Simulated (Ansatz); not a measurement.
# SrLiBr3: the cost of one run

Program: Ansatz 0.2.0. Level of theory: DFT PBE, scalar-relativistic, plane waves, PAW, unless a step names another level. These are calculated values, not measurements.

1 further run of the same task is left out (set aside as unsound or not needed).

**1. The starting structure**

Symmetry: Pmc2_1, No. 26, orthorhombic system. The conventional cell has a = 4.401 Å, b = 8.638 Å, c = 8.210 Å, α = 90.00°, β = 90.00°, γ = 90.00°. Li (site symmetry m) is surrounded by 4 Br at 2.53 to 2.60 Å. Around Sr (site symmetry m) lie 8 Br at 3.18 to 3.29 Å. Br (site symmetry m) is surrounded by 2 Li at 2.57 to 2.60 Å and 2 Sr at 3.18 Å. Around Br (site symmetry m) lie 2 Li at 2.53 Å and 2 Sr at 3.22 to 3.23 Å. Br (site symmetry m) is surrounded by 4 Sr at 3.18 to 3.29 Å.

As a file:

```
CELL_PARAMETERS angstrom
4.40140 0.00000 0.00000
0.00000 8.63826 0.00000
0.00000 0.00000 8.20987
ATOMIC_POSITIONS crystal
Li 0.50000 0.38274 0.55361
Li 0.50000 0.61726 0.05361
Sr 0.00000 0.89081 0.38190
Sr 0.00000 0.10919 0.88190
Br 0.50000 0.62457 0.37056
Br 0.50000 0.37543 0.87056
Br 0.00000 0.24264 0.51628
Br 0.50000 0.92806 0.67756
Br 0.50000 0.07194 0.17756
Br 0.00000 0.75736 0.01628
```

It is the end of an earlier relaxation with the same method, from a generated guess; it needn't be the stable form of this composition. At a tolerance of 0.02 Å it has space group Pmc2_1 (No. 26); it has 31.21 Å³/atom, an uncorrected energy of -1.89 eV/atom over the elements.

**2. Bands, states and charges**

The input, input.yaml:

```yaml
crystal:
  lattice:
    - [4.4014000523, 0.0, 0.0]
    - [0.0, 8.638262969, 0.0]
    - [0.0, 0.0, 8.2098748307]
  atoms:
    - { symbol: Li, position: [0.5, 0.3827403305, 0.5536130373] }
    - { symbol: Li, position: [0.5, 0.6172596695, 0.0536130373] }
    - { symbol: Sr, position: [0.0, 0.8908126747, 0.3819026703] }
    - { symbol: Sr, position: [0.0, 0.1091873253, 0.8819026703] }
    - { symbol: Br, position: [0.5, 0.6245675231, 0.3705635933] }
    - { symbol: Br, position: [0.5, 0.3754324769, 0.8705635933] }
    - { symbol: Br, position: [0.0, 0.2426419392, 0.5162801406] }
    - { symbol: Br, position: [0.5, 0.928056168, 0.6775558085] }
    - { symbol: Br, position: [0.5, 0.071943832, 0.1775558085] }
    - { symbol: Br, position: [0.0, 0.7573580608, 0.0162801406] }
basis:
  ecutwfc: 420
kpoints:
  mp_grid: { grid: [6, 4, 4] }
  band_path:
    path:
      - [[0.0, 0.0, 0.0], [0.5, 0.0, 0.0], [0.5, 0.5, 0.0], [0.0, 0.5, 0.0], [0.0, 0.0, 0.0], [0.0, 0.0, 0.5], [0.5, 0.0, 0.5], [0.5, 0.5, 0.5], [0.0, 0.5, 0.5], [0.0, 0.0, 0.5]]
      - [[0.5, 0.0, 0.0], [0.5, 0.0, 0.5]]
      - [[0.0, 0.5, 0.0], [0.0, 0.5, 0.5]]
      - [[0.5, 0.5, 0.0], [0.5, 0.5, 0.5]]
    npoints: 14
hamiltonian:
  xc: pbe
scf:
  occupations: { method: gaussian, width: 0.02 }
  n_extra_bands: 25
output:
  forces: true
  stress: true
  eigenvalues: true
  populations: true
  dos: { projected: true, de: 0.02, nscf_kmesh: { grid: [9, 6, 6] } }
  bader: true
  write_density: true
  write_potential: true
  elf: true
  volumetric_format: npy
```

On the command line:

```
ansatz run input.yaml --threads 1 --pin off --max-ram 2560MiB --backend cpu --events-out ev --progress --plain --runs-dir out
```

What time and memory should one allow on 1 thread of Arm Neoverse V2, shared host?

About 6.8 min, with a peak of 1.7 GiB.
